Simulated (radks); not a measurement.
**Excited configurations of Nb²⁺**

An exercise on one series of results from a longer session: the logs are not shown, and one member is left open.

Program: radks (a radial shooting solver on a logarithmic mesh, Libxc functionals) version 1. Level of theory: scalar-relativistic Kohn-Sham, PBE, spin-polarised, spherical densities, point nucleus; open shells are filled with parallel spins first. These are calculated values, not measurements, unless marked.

### What is computed

```
element       : niobium (Z = 41)
charge        : +2
electrons     : 39
configuration : [Kr] 4d3
```

The outer shells:

Nb²⁺
```
[Kr] core
4d [↑ ][↑ ][↑ ][  ][  ]
```

Set-up of the first run:

Input:

```text
Z 41
configuration [Kr] 4d3
relativity scalar-relativistic
functional pbe,pbe
spin polarised
nucleus point
c 137.035999084
```

Steps of the session up to this table: Ground configuration: [Kr] 4d3.

One table of the session follows, with a row left open; its other results are not shown here.

It belongs to the step «Ground configuration: [Kr] 4d3». From the orbitals of this run (lengths in bohr):

```
  level     <r>  outermost maximum (interpolated)  90 % within  nodes
  3d up  0.4330                             0.335        0.694      0
3d down  0.4329                             0.335        0.694      0
  4s up   1.158                              1.03         1.69      3
4s down       ?                                 ?            ?      ?
  4p up   1.295                              1.13         1.92      2
4p down   1.286                              1.12         1.91      2
  4d up   1.841                              1.45         2.89      1
4d down   1.856                              1.43         2.93      1
```

**Question.** Estimate the row for 4s down.

As computed: <r>: 1.151; outermost maximum (interpolated): 1.03; 90 % within: 1.68; nodes: 3. In the column «<r>» it lies between 3d up (0.4330) and 4s up (1.158).

Caveats from the session: Open shells are spherical and high-spin; term and fine-structure splittings are not resolved.
